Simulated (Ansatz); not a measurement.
# UHF/STO-3G run of InHCl (SMILES [Cl][InH])

What is the electronic atomisation energy of InHCl at UHF/STO-3G? 

The results are computed with Ansatz 0.2.0.

38 further runs of the same task are left out: 38 set aside as unsound or not needed.

### 1 The system as given

InHCl: 3 atoms, total charge 0, spin state doublet. SMILES: `[Cl][InH]`. The shape is that of a PBE0-D4/def2-TZVP optimisation.

Bond lengths: Cl1–In2 2.365 Å, In2–H3 1.773 Å. Angles: Cl1–In2–H3 115.3°.

### 2 A single-point energy at UHF/STO-3G

Contents of input.yaml:

```yaml
crystal:
  periodic: [false, false, false]
  atoms:
    - {symbol: Cl, position_ang: [-1.649800, 0.396800, -0.867400]}
    - {symbol: In, position_ang: [0.409500, 0.542400, 0.286100]}
    - {symbol: H, position_ang: [1.229400, -1.003900, 0.568100]}
basis:
  gaussian: {orbitals: STO-3G}
accuracy: high
hamiltonian: {xc: hf}
magnetization: {spin_polarized: true, initial_magnetization: 1}
output: {orbitals: {seedname: orbitals}}
```

Started as:

```console
$ ansatz run input.yaml --threads 1 --pin off --max-ram 3480MiB --events-out events.jsonl --progress --plain --runs-dir runs
```

What it wrote:

```text
Warning: RAYON_NUM_THREADS=1 ignored (pool sized by the plan → 1); use --threads N
Functional definition: HF
  name "HF"
  exchange = exact_x
  correlation = 0
662 factors; integrals over basis functions are off by at most 8.9e-9 eV
mean field evaluation 1: about -167024.2528 eV, gradient 7.9e0 eV
mean field evaluation 2: about -167024.2880 eV, gradient 7.9e0 eV
mean field evaluation 4: about -167025.5134 eV, gradient 8.6e-1 eV
mean field evaluation 8: about -167025.5444 eV, gradient 1.6e-4 eV
mean field evaluation 16: about -167025.5419 eV, gradient 2.4e-8 eV
mean field -167025.54192472 eV, -6138.0754517547 hartree, gradient 2.4e-8 eV, S^2 0.755530; 0 other end points of the search recorded, 0 dependent functions left out
reference -167025.54192472 eV, -6138.0754517547 hartree; 34, 33 occupied and 3, 4 virtual orbitals, 662 factors
Total energy: -167025.54192472 eV, -6138.0754517547 hartree
```

Wall time 1.1 s (1 thread of Arm Neoverse V2, shared host); peak memory 0.11 GiB.

### 3 The Cl atom

Contents of input.yaml:

```yaml
basis:
  gaussian:
    orbitals: STO-3G
crystal:
  periodic: [false, false, false]
  atoms:
    - symbol: Cl
      position_ang: [0.000000, 0.000000, 0.000000]
accuracy: high
magnetization:
  spin_polarized: true
  initial_magnetization: 1
hamiltonian:
  xc: hf
```

Run the same way, it converges to -454.54219 Eh (log not shown).

### 4 The H atom

Contents of run.yaml:

```yaml
crystal:
  periodic: [false, false, false]
  atoms:
    - {symbol: H, position_ang: [0.000000, 0.000000, 0.000000]}
basis:
  gaussian:
    orbitals: STO-3G
magnetization:
  spin_polarized: true
  initial_magnetization: 1
hamiltonian:
  xc: hf
accuracy: high
```

Started as:

```console
$ ansatz run run.yaml --threads 1 --pin off --max-ram 3480MiB --events-out events.jsonl --progress --plain --runs-dir runs
```

What it wrote:

```text
Warning: RAYON_NUM_THREADS=1 ignored (pool sized by the plan → 1); use --threads N
[... 4 set-up lines as earlier in the session ...]
1 factors; integrals over basis functions are off by at most 4.6e-10 eV
mean field evaluation 1: about -12.6963 eV, gradient 0.0e0 eV
mean field evaluation 2: about -12.6963 eV, gradient 0.0e0 eV
mean field -12.69633895 eV, -0.4665818504 hartree, gradient 0.0e0 eV, S^2 0.750000; 0 other end points of the search recorded, 0 dependent functions left out
reference -12.69633895 eV, -0.4665818504 hartree; 1, 0 occupied and 0, 1 virtual orbitals, 1 factors
Total energy: -12.69633895 eV, -0.4665818504 hartree
```

It took 0.02 s on 1 thread of Arm Neoverse V2, shared host.

### 5 The In atom at the same level

Contents of input.yaml:

```yaml
crystal:
  periodic: [false, false, false]
  atoms:
    - {symbol: In, position_ang: [0.000000, 0.000000, 0.000000]}
basis:
  gaussian:
    orbitals: STO-3G
magnetization:
  spin_polarized: true
  initial_magnetization: 1
hamiltonian:
  xc: hf
accuracy: high
```

Run the same way, it converges to -5682.77739 Eh (log not shown).

### 6 Results

Level: UHF/STO-3G.

| quantity | value |
| --- | --- |
| molecule: total energy | -6138.07545 Eh |
| molecule: HOMO energy (highest over α and β) | -5.65 eV |
| molecule: LUMO energy (lowest over α and β) | 4.42 eV |
| molecule: ⟨S²⟩ | 0.756 |
| Cl atom: total energy | -454.54219 Eh |
| Cl atom: ⟨S²⟩ | 0.750 |
| H atom: total energy | -0.46658 Eh |
| H atom: ⟨S²⟩ | 0.750 |
| In atom: total energy | -5682.77739 Eh |
| In atom: ⟨S²⟩ | 0.750 |
| electronic atomisation energy | 7.872 eV |

In words: Taking the molecule apart into free atoms costs 7.87 eV (182 kcal/mol), before zero-point energy and without spin-orbit coupling. Hartree–Fock lacks the correlation of the bonding pairs, which as a rule makes this value much too low; in minimal bases other errors can mask that. In a minimal basis such a difference can be off by several eV, whatever the method. Relativity is left out (molecule) although the molecule holds a heavy atom. Relativity is left out (In atom) although the molecule holds a heavy atom.
